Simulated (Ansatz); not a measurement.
# CsLuS2: the cost of one run

Method: DFT PBEsol, frozen-core PAW, scalar-relativistic unless said, in Ansatz 0.2.0.

7 further runs of the same task are left out: 7 set aside as unsound or not needed.

## (1) The starting structure

The structure is trigonal, space group R-3m (No. 166). The conventional cell has a = 3.988 Å, b = 3.988 Å, c = 24.135 Å, α = 90.00°, β = 90.00°, γ = 120.00°. Cs (site symmetry -3m) is surrounded by 6 S at 3.47 Å. Lu (site symmetry -3m) has 6 S at 2.71 Å as nearest neighbours. S (site symmetry 3m) is surrounded by 3 Lu at 2.71 Å and 3 Cs at 3.47 Å.

As a file:

```
CELL_PARAMETERS angstrom
1.99402 1.15125 8.04513
-1.99402 1.15125 8.04513
0.00000 -2.30249 8.04513
ATOMIC_POSITIONS crystal
Cs 0.00000 0.00000 0.00000
Lu 0.50000 0.50000 0.50000
S 0.77408 0.77408 0.77408
S 0.22592 0.22592 0.22592
```

Cartesian axes are those of the input's lattice vectors. The structure goes back to a database entry.

## (2) Cell and atoms relaxed, PAW

input.yaml

```yaml
crystal:
  lattice:
    - [1.99401521579, 1.15124522161, 8.0451293229]
    - [-1.99401521579, 1.15124522161, 8.0451293229]
    - [0.0, -2.30249044321, 8.0451293229]
  atoms:
    - { symbol: Cs, position: [0.0, 0.0, 0.0] }
    - { symbol: Lu, position: [0.5, 0.5, 0.5] }
    - { symbol: S, position: [0.77408323, 0.77408323, 0.77408323] }
    - { symbol: S, position: [0.22591677, 0.22591677, 0.22591677] }
kpoints:
  mp_grid: { grid: [10, 10, 10] }
scf:
  occupations: { method: fermi_dirac, width: 0.05 }
hamiltonian:
  xc: pbesol
  pseudopotentials: { kind: paw }
relax:
  f_tol: 0.002
  max_steps: 80
  cell: {}
output:
  forces: true
  stress: true
```

Started as:

```console
$ ansatz run input.yaml --threads 1 --pin off --max-ram 3072MiB --backend cpu --events-out ev --progress --plain --runs-dir out
```

What time and memory should one allow on 1 thread of Intel Xeon Platinum 8375C at 2.90GHz (Ice Lake), shared host?

About 77 s, with a peak of 0.64 GiB.
